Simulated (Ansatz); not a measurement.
# NiO (Fm-3m): equation of state

The task here is to estimate one member of a computed series from the others.

Method: DFT r²SCAN, scalar-relativistic, plane waves, PAW, in Ansatz 0.2.0.

### The structure to begin with

The structure is trigonal, space group R-3m (No. 166). The conventional cell has a = 2.948 Å, b = 2.948 Å, c = 7.190 Å, α = 90.00°, β = 90.00°, γ = 120.00°. Ni (site symmetry -3m) has 6 O at 2.08 Å as nearest neighbours. O (site symmetry -3m) has 6 Ni at 2.08 Å as nearest neighbours.

Coordinates:

```cif
data_structure
_symmetry_space_group_name_H-M 'P 1'
_symmetry_Int_Tables_number 1
_cell_length_a 5.0863
_cell_length_b 5.0863
_cell_length_c 5.0863
_cell_angle_alpha 33.688
_cell_angle_beta 33.688
_cell_angle_gamma 33.688
_cell_volume 36.07
loop_
_atom_site_label
_atom_site_type_symbol
_atom_site_fract_x
_atom_site_fract_y
_atom_site_fract_z
_atom_site_occupancy
Ni1 Ni 0.00000 0.00000 0.00000 1
O1 O 0.25000 0.25000 0.25000 1
Ni2 Ni 0.50000 0.50000 0.50000 1
O2 O 0.75000 0.75000 0.75000 1
```

An earlier run at r²SCAN left this cell at 9.017 Å³/atom and -0.01 GPa (10×10×10 mesh). The large moments point both ways and cancel.

Volume factors to run: 0.980, 1.020, 0.960, 1.040.

Set-up of the first run:

Contents of input.yaml:

```yaml
crystal:
  lattice:
    - [-2.0586270966, -2.0586270966, 4.1289461003]
    - [-4.1289461003, -2.0586270966, 2.0586270966]
    - [-2.0586270966, -4.1289461003, 2.0586270966]
  atoms:
    - { symbol: Ni, position: [0.0, 0.0, 0.0], spin: 1.73 }
    - { symbol: O, position: [1.25, -0.75, -0.75] }
    - { symbol: Ni, position: [0.5, 0.5, 0.5], spin: -1.73 }
    - { symbol: O, position: [1.75, -0.25, -0.25] }
basis:
  ecutwfc: 500
  ecutrho_ratio: 4
kpoints:
  mp_grid: { grid: [10, 10, 10] }
hamiltonian:
  xc: r2scan
scf:
  occupations: { method: gaussian, width: 0.05 }
output:
  forces: true
  stress: true
  eigenvalues: true
  populations: true
magnetization:
  spin_polarized: true
relax:
  f_tol: 0.01
  max_steps: 40
  cell: { stress_tol: 0.1, fix: [volume] }
```

Launch:

```
ansatz run input.yaml --threads 2 --pin off --max-ram 5120MiB --backend cpu --events-out ev --progress --plain --runs-dir out
```

Steps of the session up to this table: Volume × 0.980; At 1.020 of the relaxed volume; Volume × 0.960; Volume × 1.040.

One table of the session follows, with a row left open; its other results are not shown here.

It belongs to the step «The fit». 

```
volume (Å³/atom)  energy (meV/atom)  pressure (GPa)  gap (eV)  moment of atom 1 (μB)
           8.656              10.52            9.70      2.40                   1.56
           8.836               2.53            4.59      2.39                   1.56
           9.017               0.00           -0.01      2.39                   1.57
           9.197                  ?               ?         ?                      ?
           9.377               9.12           -7.82      2.37                   1.59
```

Estimate the missing values for volume (Å³/atom) = 9.197.

Worked estimate for «energy (meV/atom)». A straight line through the neighbours (9.017, 0.00) and (9.377, 9.12) gives 0.00 + (9.12 − 0.00) × (9.197 − 9.017) / (9.377 − 9.017) = 4.56; a parabola fitted to 3 rows on both sides gives 2.21.

The run gave: energy (meV/atom): 2.37; pressure (GPa): -4.13; gap (eV): 2.38; moment of atom 1 (μB): 1.58. In «energy (meV/atom)» the line misses by +2.19 and the parabola by -0.16.

Limits of these values: Warnings in the runs' records: stability check not made.
